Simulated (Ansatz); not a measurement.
# CHF2NOSn: the cost of one run

The runs use Ansatz 0.2.0, Gaussian basis; the settings change from run to run.

**1. The geometry**

An earlier PBE0-D4 in a triple-zeta def2 set relaxation fixed the geometry. Sn takes a core potential in def2 sets; no spin-orbit term is included.

SMILES `O=C=[N][SnH]([F])[F]`, 7 atoms, charge 0, spin multiplicity 1.

Atoms are counted from 1 here; the program's logs count them from 0.

Bond lengths: O1–C2 1.160 Å, C2–N3 1.208 Å, N3–Sn4 1.982 Å, Sn4–F5 1.898 Å, Sn4–F6 1.898 Å, Sn4–H7 1.680 Å. Angles: O1–C2–N3 175.8°, C2–N3–Sn4 135.8°, N3–Sn4–F5 106.8°, N3–Sn4–F6 106.8°, N3–Sn4–H7 114.4°, F5–Sn4–F6 104.0°, F5–Sn4–H7 112.1°, F6–Sn4–H7 112.1°.

As a file:

| atom | x (Å) | y (Å) | z (Å) |
| --- | --- | --- | --- |
| O1 | -0.6537 | -2.9384 | -0.0779 |
| C2 | -0.0757 | -1.9323 | -0.0711 |
| N3 | 0.6012 | -0.9321 | -0.0695 |
| Sn4 | 0.2567 | 1.0173 | 0.0180 |
| F5 | -0.9270 | 1.4287 | -1.4075 |
| F6 | -0.7816 | 1.3205 | 1.5775 |
| H7 | 1.6414 | 1.9682 | -0.0151 |

**2. PBE0/ANO-RCC-VTZP**

This run has charge -1, multiplicity 2, D3(BJ) with three-body dispersion, relativity set to none.

File in.yaml:

```yaml
crystal:
  periodic: [false, false, false]
  atoms:
    - {symbol: O, position_ang: [-0.653741, -2.938360, -0.077944]}
    - {symbol: C, position_ang: [-0.075707, -1.932297, -0.071134]}
    - {symbol: N, position_ang: [0.601214, -0.932093, -0.069530]}
    - {symbol: Sn, position_ang: [0.256665, 1.017295, 0.017950]}
    - {symbol: F, position_ang: [-0.927024, 1.428750, -1.407450]}
    - {symbol: F, position_ang: [-0.781617, 1.320498, 1.577517]}
    - {symbol: H, position_ang: [1.641409, 1.968205, -0.015109]}
basis:
  gaussian: {orbitals: ANO-RCC-VTZP}
total_charge: -1
magnetization: {spin_polarized: true, initial_magnetization: 1}
hamiltonian: {xc: {name: PBE0}, dispersion: d3bjatm, pseudopotentials: {relativity: none}}
output: {forces: true}
```

Started as:

```sh
ansatz run in.yaml --threads 2 --pin off --events-out ev --progress --plain --max-ram 31744MiB --backend cpu
```

What time and memory should one allow on 2 threads of AMD EPYC 7R13, shared host?

About 98 s, with a peak of 1.6 GiB.
